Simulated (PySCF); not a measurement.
BFH2, in a box:

```
B F H
1.0
    12.00000    0.00000    0.00000
     0.00000   11.00000    0.00000
     0.00000    0.00000   11.00000
B F H
1 1 2
Direct
  0.49678 0.49061 0.50828
  0.58749 0.46400 0.57016
  0.41468 0.43197 0.52800
  0.50190 0.57185 0.43602
```

Program: PySCF 2.14.0. Alike in all runs: task atomic charges; potentials or basis pob-tzvp-rev2 (all-electron); no spin polarisation; cell as given; k mesh 1 × 1 × 1; smearing fixed.

Problem. Order these runs on this cell by their band gap on the k mesh, lowest first.
A. level revTPSS+D4; three-body dispersion term yes
B. level HSE03+D3; three-body dispersion term no; exxdiv ewald
C. level SVWN5
D. level PW91

Solution. C (5.80 eV), D (6.14 eV), A (6.83 eV), B (8.22 eV).

Caveats: this is a molecule in a periodic box at the Γ point, so its band gap is the HOMO-LUMO gap; the basis of atomic orbitals isn't converged, which shifts pressures, moduli and gaps; this program's HSE differs a little from the usual definition (some runs).

